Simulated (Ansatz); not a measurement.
# GePH5S: geometry optimisation

Computed with Ansatz 0.2.0. Level: RHF-MP2, frozen core/def2-TZVP.

## 1. Where the work starts

SMILES `[PH2][GeH2][SH]`, 8 atoms, charge 0, spin multiplicity 1.

Atoms are counted from 1 here; the program's logs count them from 0.

Bond lengths: P1–Ge2 2.347 Å, P1–H4 1.441 Å, P1–H5 1.442 Å, Ge2–S3 2.254 Å, Ge2–H6 1.555 Å, Ge2–H7 1.550 Å, S3–H8 1.363 Å. Angles: Ge2–P1–H4 92.4°, Ge2–P1–H5 92.6°, H4–P1–H5 92.5°, P1–Ge2–S3 114.9°, P1–Ge2–H6 108.4°, P1–Ge2–H7 109.1°, S3–Ge2–H6 110.4°, S3–Ge2–H7 103.9°, H6–Ge2–H7 110.0°, Ge2–S3–H8 93.8°.

Geometry (Å):

```
P    -0.1963    0.7427   -1.7007
Ge    0.8224    0.0797    0.3065
S    -0.3262   -1.4581    1.4891
H    -0.6408   -0.5969   -1.9893
H    -1.4323    1.0778   -1.0382
H     1.0795    1.3475    1.1692
H     2.1651   -0.6248   -0.0157
H    -1.3794   -0.6249    1.7234
```

## 2. Relaxation

File input.yaml:

```yaml
crystal:
  periodic: [false, false, false]
  atoms:
    - { symbol: P, position_ang: [-0.19627, 0.742724, -1.700661] }
    - { symbol: Ge, position_ang: [0.822419, 0.079658, 0.306497] }
    - { symbol: S, position_ang: [-0.326218, -1.458067, 1.489079] }
    - { symbol: H, position_ang: [-0.640755, -0.596856, -1.989333] }
    - { symbol: H, position_ang: [-1.432276, 1.077759, -1.038163] }
    - { symbol: H, position_ang: [1.07948, 1.347526, 1.16919] }
    - { symbol: H, position_ang: [2.165082, -0.624802, -0.015682] }
    - { symbol: H, position_ang: [-1.379363, -0.624942, 1.723373] }
basis:
  gaussian: { orbitals: def2-TZVP }
hamiltonian:
  xc: hf
output:
  forces: true
correlation:
  method: mp2
relax:
  f_tol: 0.003
  max_steps: 120
```

Command:

```bash
> ansatz run input.yaml --threads 1 --pin off --max-ram 2560MiB --backend cpu --events-out ev --progress --plain --runs-dir out
```

Q: Estimate wall time and peak memory on 1 thread of Arm Neoverse V2, shared host.

About 99 s, with a peak of 0.42 GiB.
